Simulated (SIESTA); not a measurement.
Crystal: BaSrZr2O6.

```
Ba Zr Sr O
1.0
     4.21677   -4.23349    0.00000
     4.21677    4.23349    0.00000
     0.00000    0.00000    4.22791
Ba Zr Sr O
1 2 1 6
Direct
  0.00000 0.00000 0.50000
  0.00000 0.50000 0.00000
  0.50000 0.00000 0.00000
  0.50000 0.50000 0.50000
  0.75916 0.24084 0.00000
  0.24084 0.75916 0.00000
  0.73379 0.73379 0.00000
  0.26621 0.26621 0.00000
  0.00000 0.50000 0.50000
  0.50000 0.00000 0.50000
```

The cell comes from a database or a generator and needn't be the stable form of this composition.

* Program: SIESTA 5.4.2
* Task: single point
* Functional: PBEsol
* Potentials or basis: PseudoDojo 0.4 standard (PBEsol files)
* Basis: DZP (energy shift 0.003 Ry; two zetas on semicore shells; d shell added on Ba, Sr)
* Grid cutoff: 800 Ry
* Energy shift: 0.003 Ry
* k mesh: 5 × 5 × 6
* Occupations: fermi-dirac, width 0.05 eV
* Spin: no spin polarisation

On this cell: pressure -5.2 GPa; largest force 0.128 eV/Å; band gap on the k mesh 2.92 eV, indirect (least direct gap 3.03 eV).

The same run follows on a disturbed copy (atoms moved at random, drawn with an rms of 0.05 Å):

```
Ba Zr Sr O
1.0
     4.21677   -4.23349    0.00000
     4.21677    4.23349    0.00000
     0.00000    0.00000    4.22791
Ba Zr Sr O
1 2 1 6
Direct
  0.00168 0.00260 0.49512
  0.01424 0.50199 0.00644
  0.50304 0.99813 0.00914
  0.50044 0.50438 0.50061
  0.75965 0.24049 0.00158
  0.24056 0.75451 0.99683
  0.73136 0.74103 0.99706
  0.26658 0.27069 0.99975
  0.99468 0.50584 0.49737
  0.49838 0.98370 0.50910
```

Task: What changes?

Result: The energy moves by +12.1 meV/atom; pressure -4.7 GPa; largest force 1.647 eV/Å; band gap on the k mesh 2.97 eV, indirect (least direct gap 3.04 eV).

Forces in eV/Å, atoms in the order of the input:
```
Ba  -0.222  0.115  0.206
Zr  -1.231  1.052 -0.302
Zr   0.476 -0.276 -0.154
Sr   0.410 -0.175  0.112
O    0.001 -0.036  0.029
O    0.651  0.296  0.087
O   -0.009 -0.661  0.112
O   -0.088 -0.493  0.044
O    0.045 -0.129  0.235
O   -0.034  0.306 -0.374
```

Stress tensor (GPa, compression positive):
```
-4.25  0.12 -0.01
 0.12 -4.50 -0.08
-0.01 -0.08 -5.22
```

Caveats: this set's barium file shifts pressures by up to 1 GPa against other sets; spin-orbit coupling is left out, which moves the levels of the heavy elements; an odd mesh through Γ misses points on the zone boundary, where band edges often lie; the basis of atomic orbitals isn't converged, which shifts pressures, moduli and gaps.
